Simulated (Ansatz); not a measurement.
## CH₄F₂SSi, SMILES CS[SiH](F)F: a geometry optimisation

Run with the Python package of Ansatz (0.2.0).

`opt_ch4f2ssi.py`:
```python
from dataclasses import dataclass
import itertools

import ansatz as az
from ase.data import atomic_numbers, covalent_radii
import numpy as np


@dataclass
class Options:
    basis_set: str = '6-31G*'
    functional: str = 'b3lyp'
    vdw: str = 'd3bj'


cfg = Options()


def main() -> None:
    ch4f2ssi = (
        az.Crystal.molecule()
        .atom('C', (0.2283, -1.0425, -1.1668))
        .atom('S', (0.7367, -0.9335, 0.5344))
        .atom('Si', (-0.1591, 0.9041, 1.2115))
        .atom('F', (-1.6421, 0.813, 1.0522))
        .atom('F', (0.4232, 2.0879, 0.2885))
        .atom('H', (0.5658, -1.8916, -1.6478))
        .atom('H', (0.5774, -0.1354, -1.7398))
        .atom('H', (-0.8739, -1.0054, -1.2373))
        .atom('H', (0.2322, 1.1571, 2.688))
    )

    calc = ch4f2ssi.calculation()
    calc = calc.basis(gaussian=cfg.basis_set).functional(cfg.functional, dispersion=cfg.vdw)
    symbols = [site.symbol for site in ch4f2ssi.cartesian_sites]
    start = np.array([site.position_ang for site in ch4f2ssi.cartesian_sites], dtype=float)
    def progress(event):
        if event['event'] == 'relax_step':
            row = event['data']
            print(f'step {row["step"]:3d}  E = {row["lagrangian_ev"]:.6f} eV  largest force component {row["allowed_force_max_ev_ang"]:.4f} eV/A')


    report = calc.relax(force_tolerance=0.02).session().plan().execute(on_event=progress).report
    end = np.array(report['positions_ang'])

    for key in ('converged', 'free_energy_ev', 'reference_energy_ev', 'n_frozen', 'n_occupied', 'n_virtual'):
        print(f'{key:22s} {report[key]}')

    radius = [covalent_radii[atomic_numbers[s]] for s in symbols]
    span = lambda where, i, j: np.linalg.norm(where[i] - where[j])
    bonded = [(i, j) for i, j in itertools.combinations(range(len(symbols)), 2) if min(span(start, i, j), span(end, i, j)) < 1.2 * (radius[i] + radius[j])]
    print('pair        before    after (A)')
    for i, j in bonded:
        print(f'{symbols[i]}{i}-{symbols[j]}{j}'.ljust(10), f'{span(start, i, j):8.4f} {span(end, i, j):8.4f}')

    charges = report['charge_distribution']
    dipole = np.array(charges['dipole_moment_e_ang']) * 4.803205
    print('dipole (D): {:.3f} {:.3f} {:.3f}, length {:.3f}'.format(*dipole, np.linalg.norm(dipole)))
    print('atom  Mulliken   Lowdin')
    for symbol, m, l in zip(symbols, charges['mulliken_charges_e'], charges['lowdin_charges_e']):
        print(f'{symbol:4s} {m:9.3f} {l:8.3f}')
    with open('ch4f2ssi_opt.xyz', 'w') as handle:
        handle.write(f'{len(symbols)}\nrelaxed CH4F2SSi\n')
        handle.writelines(f'{s:2s} {x:11.6f} {y:11.6f} {z:11.6f}\n' for s, (x, y, z) in zip(symbols, end))


if __name__ == '__main__':
    main()
```

`python opt_ch4f2ssi.py` gives:
```text
step   1  E = -25252.815282 eV  largest force component 5.9535 eV/A
step   2  E = -25253.180459 eV  largest force component 3.3144 eV/A
step   3  E = -25253.273473 eV  largest force component 1.1060 eV/A
step   4  E = -25253.342208 eV  largest force component 0.3296 eV/A
step   5  E = -25253.353233 eV  largest force component 0.0472 eV/A
step   6  E = -25253.353852 eV  largest force component 0.0225 eV/A
step   7  E = -25253.354142 eV  largest force component 0.0049 eV/A
converged              True
free_energy_ev         -25253.35437332414
reference_energy_ev    -25252.991973627955
n_frozen               0
n_occupied             [29, 29]
n_virtual              [62, 62]
pair        before    after (A)
C0-S1        1.7789   1.8513
C0-H5        1.0326   1.0909
C0-H6        1.1283   1.0913
C0-H7        1.1051   1.0913
S1-Si2       2.1535   2.1103
Si2-F3       1.4943   1.6053
Si2-F4       1.6101   1.6052
Si2-H8       1.5483   1.4733
dipole (D): 0.110 -0.610 -0.739, length 0.964
atom  Mulliken   Lowdin
C       -0.606   -0.429
S       -0.125    0.087
Si       0.922    0.194
F       -0.359   -0.103
F       -0.359   -0.103
H        0.202    0.139
H        0.206    0.141
H        0.206    0.142
H       -0.085   -0.066
```

It writes `ch4f2ssi_opt.xyz`:
```text
9
relaxed CH4F2SSi
C     0.192774   -0.979067   -1.170684
S     0.783451   -0.952360    0.583675
Si   -0.098095    0.863419    1.199561
F    -1.691422    0.827295    1.007610
F     0.399594    2.087843    0.288633
H     0.579391   -1.897579   -1.614446
H     0.582091   -0.118658   -1.717503
H    -0.897900   -0.988735   -1.206233
H     0.238616    1.111543    2.612287
```

Notes:
- Total energies depend on the basis set; only differences at equal settings carry meaning.
- The end point is the stationary point reached from this start; no frequency run checks that it is a minimum, and the basis set is modest.
- The Löwdin charges here are taken after orthogonalising the functions within each atom; they differ from plain Löwdin charges, and their signs can be unphysical.
- Total less reference energy is the dispersion correction.
- b3lyp holds the VWN-RPA fit, as in Gaussian; the form of ORCA and Turbomole is b3lyp5.
- Timing: 39 s on 1 thread of Arm Neoverse V1 (shared host), peak memory 0.26 GiB.
